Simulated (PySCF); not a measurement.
Runs of PySCF 2.14.0 on F2CH2. The cell holds a molecule in a box, 5 atoms: a = 12.000 Å, b = 11.000 Å, c = 11.000 Å, α = 90.00°, β = 90.00°, γ = 90.00°. 

```tsv
task	level	frozen core bands	conv_tol	exxdiv	grid for exchange and correlation	gap on the mesh (eV)
CCSD(T) correlation energy	HF	3	1e-08 Ha	ewald	-	19.57
excitation energies (Tamm-Dancoff)	PBE0	3	1e-08 Ha	ewald	Becke, atom-centred	(a)
atomic charges	M06-2X	-	1e-07 Ha	ewald	Becke, atom-centred	14.40
MP2 correlation energy	HF	3	1e-08 Ha	ewald	-	19.57
atomic charges	AM05	-	1e-07 Ha	-	Becke, atom-centred	9.05
atomic charges	N12	-	1e-07 Ha	-	Becke, atom-centred	9.05
```

Alike in all rows: potentials or basis cc-pvdz (all-electron); no spin polarisation; cell as given; k mesh 1 × 1 × 1; smearing fixed.

Problem. Fill in the values left out.

Solution. (a) 11.82.

Caveats: this is a molecule in a periodic box at the Γ point, so its band gap is the HOMO-LUMO gap; the basis of atomic orbitals isn't converged, which shifts pressures, moduli and gaps; the basis is small and the box finite, so much correlation energy is missing and levels can be off by tenths of an eV (some runs); the iterative solver can pass over a root and still report convergence (some runs).

Runs at the PBE level aren't shown here.
